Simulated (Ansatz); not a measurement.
# C2H6GeS: a ladder of functionals and wavefunction methods

One table from this session's results is given with a row withheld; the runs are named, their logs left out.

The runs use Ansatz 0.2.0, Gaussian basis; functionals in def2-TZVPP, the program's frozen cores in correlated methods.

Levels to be run: LDA (SPW92), PBE-D4, revPBE-D4, BLYP-D4, r2SCAN-D4, B97M-V, PBE0-D4, B3LYP-D4, r2SCANh-D4, r2SCAN0-D4, HSE06-D4, BHLYP-D4, CAM-B3LYP-D4, LC-ωPBE, ωB97X-V, ωB97M-V, B2PLYP, PBE-QIDH; CCSD(T)/def2-SVP; CCSD(T)/def2-TZVPP; MP2/def2-QZVPP; extrapolation to the limit; RPA on PBE.

**The geometry**

The geometry comes from an earlier relaxation with PBE0-D4 in a triple-zeta def2 set; it is a stationary point, not always the lowest conformer.

SMILES `C=C[S][GeH3]`, 10 atoms, charge 0, spin multiplicity 1.

Atoms are counted from 1 here; the program's logs count them from 0.

Bond lengths: C1–C2 1.327 Å, C1–H5 1.084 Å, C1–H6 1.084 Å, C2–S3 1.758 Å, C2–H7 1.087 Å, S3–Ge4 2.222 Å, Ge4–H8 1.533 Å, Ge4–H9 1.537 Å, Ge4–H10 1.538 Å. Angles: C2–C1–H5 121.9°, C2–C1–H6 120.3°, H5–C1–H6 117.8°, C1–C2–S3 123.0°, C1–C2–H7 120.7°, S3–C2–H7 116.2°, C2–S3–Ge4 99.4°, S3–Ge4–H8 106.0°, S3–Ge4–H9 110.7°, S3–Ge4–H10 108.4°, H8–Ge4–H9 110.8°, H8–Ge4–H10 111.2°, H9–Ge4–H10 109.7°.

The first run:

Contents of in.yaml:

```yaml
crystal:
  periodic: [false, false, false]
  atoms:
    - {symbol: C, position_ang: [-1.133200, 1.877628, 0.436415]}
    - {symbol: C, position_ang: [-0.170272, 1.028951, 0.101087]}
    - {symbol: S, position_ang: [-0.309131, -0.093334, -1.245326]}
    - {symbol: Ge, position_ang: [0.805680, -1.817596, -0.395307]}
    - {symbol: H, position_ang: [-2.094929, 1.879573, -0.063384]}
    - {symbol: H, position_ang: [-0.970709, 2.607069, 1.221216]}
    - {symbol: H, position_ang: [0.787002, 1.045023, 0.615242]}
    - {symbol: H, position_ang: [1.021167, -2.794040, -1.557254]}
    - {symbol: H, position_ang: [0.001610, -2.480981, 0.733896]}
    - {symbol: H, position_ang: [2.146082, -1.303494, 0.156316]}
basis:
  gaussian: {orbitals: def2-TZVPP}
hamiltonian: {xc: lda}
output: {orbitals: {seedname: orbitals}}
```

Launch:

```console
$ ansatz run in.yaml --threads 4 --pin off --events-out ev --progress --plain --max-ram 10444MiB
```

Among the steps run: LDA; PBE-D4 (GGA); revPBE-D4 (GGA); BLYP-D4 (GGA); r2SCAN-D4 (meta-GGA); B97M-V (meta-GGA); B3LYP-D4 (hybrid); r2SCANh-D4 (hybrid); r2SCAN0-D4 (hybrid); HSE06-D4 (hybrid); BHLYP-D4 (hybrid); CAM-B3LYP-D4 (range-separated); LC-ωPBE (range-separated); ωB97X-V (range-separated); ωB97M-V (range-separated); B2PLYP (double hybrid); PBE-QIDH (double hybrid).

One of the session's tables, all rows but one given; the rest of the session is left out.

It belongs to the step «Orbital energies across the functionals». 

```
  functional  HOMO (eV)  gap (eV)
 LDA (SPW92)      -5.67      4.16
      PBE-D4      -5.54      4.26
   revPBE-D4      -5.49      4.30
     BLYP-D4          ?         ?
   r2SCAN-D4      -5.75      4.68
      B97M-V      -5.83      4.79
     PBE0-D4      -6.62      6.30
    B3LYP-D4      -6.40      5.85
  r2SCANh-D4      -6.15      5.43
  r2SCAN0-D4      -6.76      6.56
    HSE06-D4      -6.23      5.53
    BHLYP-D4      -7.56      8.29
CAM-B3LYP-D4      -7.87      8.65
     LC-ωPBE      -9.20     11.13
     ωB97X-V      -8.86     10.70
     ωB97M-V      -8.73     10.41
```

Q: Estimate the row for BLYP-D4 from the others.

Worked estimate for «HOMO (eV)». Against the share of exact exchange, B3LYP-D4 (0.2, -6.40), BHLYP-D4 (0.5, -7.56) give a slope of -3.87 per unit share; at 0 the line stands at -5.63.

The run gave: HOMO (eV): -5.38; gap (eV): 4.23. In «HOMO (eV)» the line misses by -0.25.
